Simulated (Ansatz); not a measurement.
# Ba4Ti3AlO12: the cost of one run

Method: DFT, PBE, plane-wave PAW, default files, scalar-relativistic, as far as a step names no other, in Ansatz 0.2.0.

**1. The structure to begin with**

Symmetry: I4mm, No. 107, tetragonal system. The conventional cell has a = 8.012 Å, b = 8.012 Å, c = 8.012 Å, α = 90.00°, β = 90.00°, γ = 90.00°. Ba (site symmetry m) is surrounded by 12 O at 2.83 Å. Al (site symmetry 4mm) is surrounded by 6 O at 1.88 to 2.12 Å. Ti (site symmetry 4mm) has 6 O at 2.00 Å as nearest neighbours. Ti (site symmetry 2mm) is surrounded by 6 O at 2.00 Å. O (site symmetry m) is surrounded by 1 Ti at 2.00 Å and 1 Al at 2.01 Å and 4 Ba at 2.83 Å. Around O (site symmetry m) lie 2 Ti at 2.00 Å and 4 Ba at 2.83 Å. O (site symmetry 4mm) has 1 Al at 1.88 Å and 1 Ti at 2.00 Å as nearest neighbours. Around O (site symmetry 4mm) lie 1 Ti at 2.00 Å and 1 Al at 2.12 Å and 4 Ba at 2.83 Å. Only part of the 9 independent sites is listed.

As a file:

```xyz
20
Lattice="-4.0060 4.0060 4.0060 4.0060 -4.0060 4.0060 4.0060 4.0060 -4.0060" Properties=species:S:1:pos:R:3 pbc="T T T"
Ba    2.0030    2.0030    2.0030
Ba    2.0030    2.0030   -2.0030
Ba    2.0030   -2.0030    2.0030
Ba   -2.0030    2.0030    2.0030
Al    0.0000    0.0000    0.1200
Ti    0.0000    0.0000    4.0060
Ti    0.0000    4.0060    0.0000
Ti    4.0060    0.0000    0.0000
O     2.0030    0.0000    0.0000
O     2.0030    0.0000    4.0060
O     2.0030    4.0060    0.0000
O     6.0090    0.0000    0.0000
O     0.0000    2.0030    0.0000
O     0.0000    2.0030    4.0060
O     0.0000    6.0090    0.0000
O     4.0060    2.0030    0.0000
O     0.0000    0.0000    2.0030
O     0.0000    0.0000    6.0090
O     0.0000    4.0060    2.0030
O     4.0060    0.0000    2.0030
```

Atom 5 of the input is the impurity.

**2. Relaxation of the positions**

Contents of input.yaml:

```yaml
crystal:
  lattice:
    - [-4.006, 4.006, 4.006]
    - [4.006, -4.006, 4.006]
    - [4.006, 4.006, -4.006]
  atoms:
    - { symbol: Ba, position: [0.5, 0.5, 0.5] }
    - { symbol: Ba, position: [0.0, 0.0, 0.5] }
    - { symbol: Ba, position: [0.0, 0.5, 0.0] }
    - { symbol: Ba, position: [0.5, 0.0, 0.0] }
    - { symbol: Al, position: [0.0149775337, 0.0149775337, 0.0], spin: 1.0 }
    - { symbol: Ti, position: [0.5, 0.5, 0.0] }
    - { symbol: Ti, position: [0.5, 0.0, 0.5] }
    - { symbol: Ti, position: [0.0, 0.5, 0.5] }
    - { symbol: O, position: [0.0, 0.25, 0.25] }
    - { symbol: O, position: [0.5, 0.75, 0.25] }
    - { symbol: O, position: [0.5, 0.25, 0.75] }
    - { symbol: O, position: [0.0, 0.75, 0.75] }
    - { symbol: O, position: [0.25, 0.0, 0.25] }
    - { symbol: O, position: [0.75, 0.5, 0.25] }
    - { symbol: O, position: [0.75, 0.0, 0.75] }
    - { symbol: O, position: [0.25, 0.5, 0.75] }
    - { symbol: O, position: [0.25, 0.25, 0.0] }
    - { symbol: O, position: [0.75, 0.75, 0.0] }
    - { symbol: O, position: [0.75, 0.25, 0.5] }
    - { symbol: O, position: [0.25, 0.75, 0.5] }
magnetization:
  spin_polarized: true
kpoints:
  mp_grid: { grid: [3, 3, 3] }
scf:
  occupations: { method: fermi_dirac, width: 0.01 }
hamiltonian:
  xc: pbe
  pseudopotentials: { kind: paw }
output:
  forces: true
  stress: true
  populations: true
  efg:
    quadrupole_moments_barn: { Ba: 0.236, Al: 0.1466, Ti: 0.247, O: -0.02558 }
    contact_densities: true
  write_density: true
  write_potential: true
  elf: true
  volumetric_format: npy
relax:
  f_tol: 0.03
  max_steps: 40
```

On the command line:

```bash
$ ansatz run input.yaml --threads 1 --pin off --max-ram 3072MiB --backend cpu --events-out ev --progress --plain --runs-dir out
```

Q: Estimate wall time and peak memory on 1 thread of Arm Neoverse V1, shared host.

About 6.9 min, with a peak of 0.81 GiB.
